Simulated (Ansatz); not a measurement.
# Cs2InAgBr6: the cost of one run

Method: DFT PBEsol, scalar-relativistic, plane waves, PAW, in Ansatz 0.2.0.

**1. The system as given**

The structure is cubic, space group Fm-3m (No. 225). The conventional cell has a = 11.217 Å, b = 11.217 Å, c = 11.217 Å, α = 90.00°, β = 90.00°, γ = 90.00°. Cs (site symmetry -43m) has 12 Br at 3.97 Å as nearest neighbours. In (site symmetry m-3m) is surrounded by 6 Br at 2.74 Å. Ag (site symmetry m-3m) has 6 Br at 2.87 Å as nearest neighbours. Br (site symmetry 4mm) is surrounded by 1 In at 2.74 Å and 1 Ag at 2.87 Å and 4 Cs at 3.97 Å.

Coordinates:

```
Cs In Ag Br
1.0
     0.00000    5.60859    5.60859
     5.60859    0.00000    5.60859
     5.60859    5.60859    0.00000
Cs In Ag Br
2 1 1 6
Direct
  0.75000 0.75000 0.75000
  0.25000 0.25000 0.25000
  0.00000 0.00000 0.00000
  0.50000 0.50000 0.50000
  0.75590 0.24410 0.24410
  0.24410 0.24410 0.75590
  0.24410 0.75590 0.75590
  0.24410 0.75590 0.24410
  0.75590 0.24410 0.75590
  0.75590 0.75590 0.24410
```

It goes back to an entry of the Materials Project, which need not be the stable form.

It is the result of an earlier relaxation at this level (volume 35.29 Å³/atom; gap on the mesh: 0.22 eV).

**2. Relaxing with PBEsol**

File input.yaml:

```yaml
crystal:
  lattice:
    - [0.0, 5.608589067, 5.608589067]
    - [5.608589067, 0.0, 5.608589067]
    - [5.608589067, 5.608589067, 0.0]
  atoms:
    - { symbol: Cs, position: [0.75, 0.75, 0.75] }
    - { symbol: Cs, position: [0.25, 0.25, 0.25] }
    - { symbol: In, position: [0.0, 0.0, 0.0] }
    - { symbol: Ag, position: [0.5, 0.5, 0.5] }
    - { symbol: Br, position: [0.7558974205, 0.2441025795, 0.2441025795] }
    - { symbol: Br, position: [0.2441025795, 0.2441025795, 0.7558974205] }
    - { symbol: Br, position: [0.2441025795, 0.7558974205, 0.7558974205] }
    - { symbol: Br, position: [0.2441025795, 0.7558974205, 0.2441025795] }
    - { symbol: Br, position: [0.7558974205, 0.2441025795, 0.7558974205] }
    - { symbol: Br, position: [0.7558974205, 0.7558974205, 0.2441025795] }
basis:
  ecutwfc: 420
kpoints:
  mp_grid: { grid: [6, 6, 6] }
hamiltonian:
  xc: pbesol
scf:
  occupations: { method: gaussian, width: 0.01 }
output:
  forces: true
  stress: true
  eigenvalues: true
relax:
  adjacent_minimum: "off"
  f_tol: 0.005
  max_steps: 50
  cell: { stress_tol: 0.05 }
```

Launch:

```sh
$ ansatz run input.yaml --threads 4 --pin off --max-ram 10240MiB --backend cpu --events-out ev --progress --plain --runs-dir out
```

**Question.** How long does this run take on 4 threads of AMD EPYC (Zen 3), shared host, and how much memory does it need?

About 2.6 min, with a peak of 1 GiB.
